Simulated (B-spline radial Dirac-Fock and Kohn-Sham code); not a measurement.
# An X-ray data sheet for Mo³²⁺, step by step

What does theory give for the Mo³²⁺ ion? The session works out its X-ray form factor and Compton profile and the binding energy of each subshell.

Method: a free atom or ion on a radial basis; each step names its model; computed with B-spline radial Dirac-Fock and Kohn-Sham code, version 2.

## Step 1: The atom as given

The Mo³²⁺ ion in the configuration [He] 2s2 2p6.

```yaml
nuclear_charge: 42
electrons: 10
mass_number: 98
nuclear_rms_radius: 4.4091 fm
```

## Step 2: X-ray scattering functions

Model: Dirac-Fock average of configuration, finite nucleus; form factor of the spherical density, Waller-Hartree incoherent function, impulse-approximation Compton profiles.

Recorded inputs:

```ini
task = scatter
Z = 42
charge = 32
configuration = 1s2 2s2 2p6
mass_number = 98
rms_radius = 4.4091  # fm
s = [0.0, 0.05, 0.1, 0.15, 0.2, 0.25, 0.3, 0.35, 0.4, 0.45, 0.5, 0.6, 0.7, 0.8, 0.9, 1.0, 1.1, 1.2, 1.4, 1.6, 1.8, 2.0, 2.5, 3.0, 3.5, 4.0, 5.0, 6.0]  # 1/A
pz = [0, 0.1, 0.2, 0.3, 0.4, 0.5, 0.6, 0.8, 1.0, 1.2, 1.4, 1.6, 1.8, 2.0, 2.5, 3.0, 4.0, 5.0, 7.0, 10.0, 15.0, 20.0, 30.0, 40.0, 60.0, 100.0]  # a.u.
photon_energy = [2000, 10000, 20000, 30000, 50000, 200000, 500000, 1000000]  # eV
```

From the run's result record (rounded, not every field):

```text
{
  "status": "converged",
  "form_factor [e]": [10.0, 9.9967, 9.9867, 9.9701, 9.9469, 9.9172, 9.8811, 9.8387, 9.79, 9.7352, 9.6745, 9.5358, 9.3755, 9.1949, 8.9961, 8.7808, 8.551, 8.3088, 7.7955, 7.2572, 6.7091, 6.1651, 4.8926, 3.8275, 3.0049, 2.4058, 1.6984, 1.3601],
  "incoherent": [-4.0323e-12, 0.0038476, 0.015377, 0.034546, 0.061289, 0.095511, 0.13709, 0.18589, 0.24173, 0.30443, 0.37376, 0.53142, 0.71264, 0.9151, 1.1363, 1.3737, 1.6246, 1.8863, 2.4317, 2.9902, 3.5449, 4.0816, 5.2853, 6.243, 6.9628, 7.4926, 8.1883, 8.6325],
  "compton_total [1/a.u.]": [0.393, 0.39297, 0.39289, 0.39275, 0.39255, 0.3923, 0.392, 0.39122, 0.39022, 0.38901, 0.38758, 0.38594, 0.38409, 0.38203, 0.37602, 0.36882, 0.35122, 0.33006, 0.28106, 0.20527, 0.11029, 0.059464, 0.020823, 0.0087664, 0.002048, 0.00022527],
  "shells": ["1s1/2", "2s1/2", "2p1/2", "2p3/2"],
  "occupation": [2.0, 2.0, 2.0, 4.0],
  "mean_momentum [a.u.]": [37.404, 13.397, 17.863, 17.282],
  "r2 [bohr^2]": 0.18067,
  "r_inverse [1/bohr]": 165.9,
  "r1 [bohr]": 1.1541,
  "coherent [b]": [66.295, 61.15, 48.763, 35.935, 19.406, 2.0935, 0.37402, 0.096205],
  "incoherent_cross_section [b]": [0.013152, 0.29975, 0.98833, 1.7326, 2.783, 3.5727, 2.7883, 2.0837]
}
```

The scattering functions against s = sin θ / λ:

```csv
s (1/Å),f (e),f / N,S(s)
0,10.00,1.000,0
0.100,9.987,0.999,0.01538
0.200,9.947,0.995,0.06129
0.300,9.881,0.988,0.1371
0.400,9.790,0.979,0.2417
0.500,9.674,0.967,0.3738
0.700,9.375,0.938,0.7126
0.900,8.996,0.900,1.136
1.10,8.551,0.855,1.625
1.40,7.796,0.780,2.432
1.80,6.709,0.671,3.545
2.50,4.893,0.489,5.285
3.50,3.005,0.300,6.963
5.00,1.698,0.170,8.188
```

## Step 3: Core and valence levels

Model: Dirac-Fock average of configuration, Delta-SCF, finite nucleus, first-order Breit with its frequency dependence, self-energy and vacuum polarisation.

The run's settings:

```ini
task = binding
```

From the run's result record (rounded, not every field):

```text
{
  "status": "converged",
  "shells": ["K", "L1", "L2", "L3"],
  "total_energy_parts [Ha]": [-3241.54303, 2.26660014, -0.196487691, -0.0148959772, 1.77281721, -0.20067453],
  "koopmans [eV]": [21915.9, 4592.66, 4372.03, 4260.23],
  "dirac_coulomb [eV]": [21895.6, 4590.46, 4368.68, 4257.18],
  "gaunt [eV]": [-38.4779, -3.55865, -6.32987, -4.5312],
  "retardation [eV]": [2.50455, 0.198088, 0.688545, 0.690228],
  "breit_frequency [eV]": [0.184167, -0.0204708, 0.000238003, 0.0948357],
  "self_energy [eV]": [-20.5528, -2.51695, 0.171502, -0.0557836],
  "vacuum_polarisation [eV]": [2.37882, 0.269151, -0.00859736, -0.01314],
  "binding [eV]": [21841.6, 4584.84, 4363.2, 4253.37],
  "mean_radius [bohr]": [0.0351238, 0.149951, 0.127838, 0.132069]
}
```

total_energy_parts: Dirac-Coulomb, Gaunt, retardation, frequency dependence, self-energy, vacuum polarisation. 

The binding energies by parts, in eV; the parts add up.

```csv
level,-ε,relaxation,Breit,QED,binding
K,21915.9,-20.27,-35.79,-18.17,21841.6
L1,4592.7,-2.20,-3.38,-2.25,4584.8
L2,4372.0,-3.35,-5.64,0.16,4363.2
L3,4260.2,-3.04,-3.75,-0.07,4253.4
```

## Step 4: What came out

| quantity | value |
| --- | --- |
| rms radius of the electron cloud | 0.134 bohr |
| form factor halves at | 2.5 1/Å |
| Compton profile at zero | 0.3930 1/a.u. |
| deepest level listed, K (1s) | 21841.6 eV |
| least bound, L3 (2p3/2) | 4253.4 eV |
| Kα1 | 17588.3 eV |
| ionisation energy, NIST (semi-empirical) | 4259.00 eV |

**Reading.** f falls from 10 to half of that at s = 2.5 1/Å. Incoherent scattering outweighs coherent from 200 keV on, among the energies asked. The K (1s) level lies 20.3 eV under Koopmans' value by relaxation alone; Breit gives -35.79 and QED -18.17 eV. NIST's ionisation energy differs by +5.63 eV from the least binding energy; correlation is missing from the calculation. The Hartree-Fock and Dirac-Fock values hold no electron correlation.
